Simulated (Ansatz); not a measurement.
# H5N2O2Ta: small, medium and large basis sets

Aim: see how fast density functionals converge with the basis set for H5N2O2Ta.

Computed with Ansatz 0.2.0, Gaussian basis. Level: one geometry, several basis sets.

Plan: PBE0-D4/def2-SVP; ωB97M-V/def2-SVP; PBE0-D4/def2-QZVPP; ωB97M-V/def2-QZVPP; the functionals' def2-TZVPP values are taken from earlier runs.

1 further run of the same task is left out (for a known fault of the program).

## (1) The geometry

An earlier PBE0-D4 in a triple-zeta def2 set relaxation fixed the geometry. Ta takes the def2 core potential; no spin-orbit term is included.

SMILES `[NH2][Ta]([NH2])(=[O])[OH]`, 10 atoms, charge 0, spin multiplicity 1.

Atoms are counted from 1 here; the program's logs count them from 0.

Bond lengths: N1–Ta2 1.988 Å, N1–H6 1.009 Å, N1–H7 1.009 Å, Ta2–N3 1.988 Å, Ta2–O4 1.721 Å, Ta2–O5 1.920 Å, N3–H8 1.009 Å, N3–H9 1.009 Å, O5–H10 0.956 Å. Angles: Ta2–N1–H6 124.0°, Ta2–N1–H7 125.9°, H6–N1–H7 110.0°, N1–Ta2–N3 112.4°, N1–Ta2–O4 106.5°, N1–Ta2–O5 109.1°, N3–Ta2–O4 106.5°, N3–Ta2–O5 109.1°, O4–Ta2–O5 113.3°, Ta2–N3–H8 124.0°, Ta2–N3–H9 125.9°, H8–N3–H9 110.0°, Ta2–O5–H10 130.9°.

## (2) PBE0-D4 in def2-SVP

Input file in.yaml:

```yaml
crystal:
  periodic: [false, false, false]
  atoms:
    - {symbol: N, position_ang: [-1.652592, 0.710014, -0.002039]}
    - {symbol: Ta, position_ang: [0.006643, -0.362187, -0.224121]}
    - {symbol: N, position_ang: [1.275460, -0.113300, 1.285898]}
    - {symbol: O, position_ang: [-0.472003, -2.014779, -0.192341]}
    - {symbol: O, position_ang: [0.870333, 0.148596, -1.861254]}
    - {symbol: H, position_ang: [-2.564740, 0.310417, 0.157460]}
    - {symbol: H, position_ang: [-1.710023, 1.717528, 0.007930]}
    - {symbol: H, position_ang: [1.510086, -0.835370, 1.949748]}
    - {symbol: H, position_ang: [1.746586, 0.745592, 1.528435]}
    - {symbol: H, position_ang: [1.073450, -0.357611, -2.646817]}
basis:
  gaussian: {orbitals: def2-SVP}
hamiltonian: {xc: pbe0, dispersion: d4}
output: {orbitals: {seedname: orbitals}}
```

Command:

```sh
ansatz run in.yaml --threads 4 --pin off --events-out ev --progress --plain --max-ram 10444MiB
```

Further steps of the session: ωB97M-V in def2-SVP; PBE0-D4 in def2-QZVPP; ωB97M-V in def2-QZVPP.

Q: Predict the results of all the runs planned. Wanted: PBE0-D4: double and triple zeta above quadruple; ωB97M-V: double and triple zeta above quadruple.

**Answer**, as computed:

| quantity | value |
| --- | --- |
| PBE0-D4: double and triple zeta above quadruple | 9.74, 0.44 eV |
| ωB97M-V: double and triple zeta above quadruple | 10.00, 0.41 eV |

In words: PBE0-D4 gains 9.31 eV from double to triple zeta, then 0.44 eV more. These are total energies; as a rule much of such shifts cancels in differences, which this series doesn't test. The LUMO of ωB97M-V is positive and keeps falling with the basis (1.42 to 0.57 eV): an unbound level that the basis holds in place.
